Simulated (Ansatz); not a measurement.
# GaSbTeSe2: the cost of one run

Program: Ansatz 0.2.0. Level of theory: DFT PBE, scalar-relativistic, plane waves, PAW. These are calculated values, not measurements.

## Step 1: The starting structure

The structure is hexagonal, space group P-6m2 (No. 187). Conventional cell: a = 4.805 Å, b = 4.805 Å, c = 7.623 Å, α = 90.00°, β = 90.00°, γ = 120.00°. Ga (site symmetry -6m2) is surrounded by 3 Te at 2.77 Å. Sb (site symmetry -6m2) has 6 Se at 3.32 Å as nearest neighbours. Te (site symmetry -6m2) is surrounded by 2 Se at 1.98 Å and 3 Ga at 2.77 Å. Around Se (site symmetry 3m) lie 1 Te at 1.98 Å.

Coordinates:

```
Ga Sb Te Se
1.0
     4.80523    0.00000    0.00000
    -2.40261    4.16145    0.00000
     0.00000    0.00000    7.62274
Ga Sb Te Se
1 1 1 2
Direct
  0.66667 0.33333 0.50000
  0.00000 0.00000 0.00000
  0.33333 0.66667 0.50000
  0.33333 0.66667 0.75985
  0.33333 0.66667 0.24015
```

The cell is invented: random cell by space group and Wyckoff sites (P-6m2, No. 187). Its size is a rough estimate.

## Step 2: Probe: one point on a coarse mesh

File input.yaml:

```yaml
crystal:
  lattice:
    - [4.80522865, 0.0, 0.0]
    - [-2.40261433, 4.16145008, 0.0]
    - [0.0, 0.0, 7.62274207]
  atoms:
    - { symbol: Ga, position: [0.66666667, 0.33333333, 0.5] }
    - { symbol: Sb, position: [0.0, 0.0, 0.0] }
    - { symbol: Te, position: [0.33333333, 0.66666667, 0.5] }
    - { symbol: Se, position: [0.33333333, 0.66666667, 0.75984673] }
    - { symbol: Se, position: [0.33333333, 0.66666667, 0.24015327] }
basis:
  ecutwfc: 420
kpoints:
  mp_grid: { grid: [6, 6, 2] }
hamiltonian:
  xc: pbe
scf:
  occupations: { method: gaussian, width: 0.1 }
  lower_state_search: "off"
output:
  forces: true
  stress: true
  eigenvalues: true
```

Launch:

```bash
ansatz run input.yaml --threads 1 --pin off --max-ram 2560MiB --backend cpu --events-out ev --progress --plain --runs-dir out
```

What time and memory should one allow on 1 thread of Intel Xeon 6975P-C (Granite Rapids), shared host?

About 4.5 s, with a peak of 0.46 GiB.
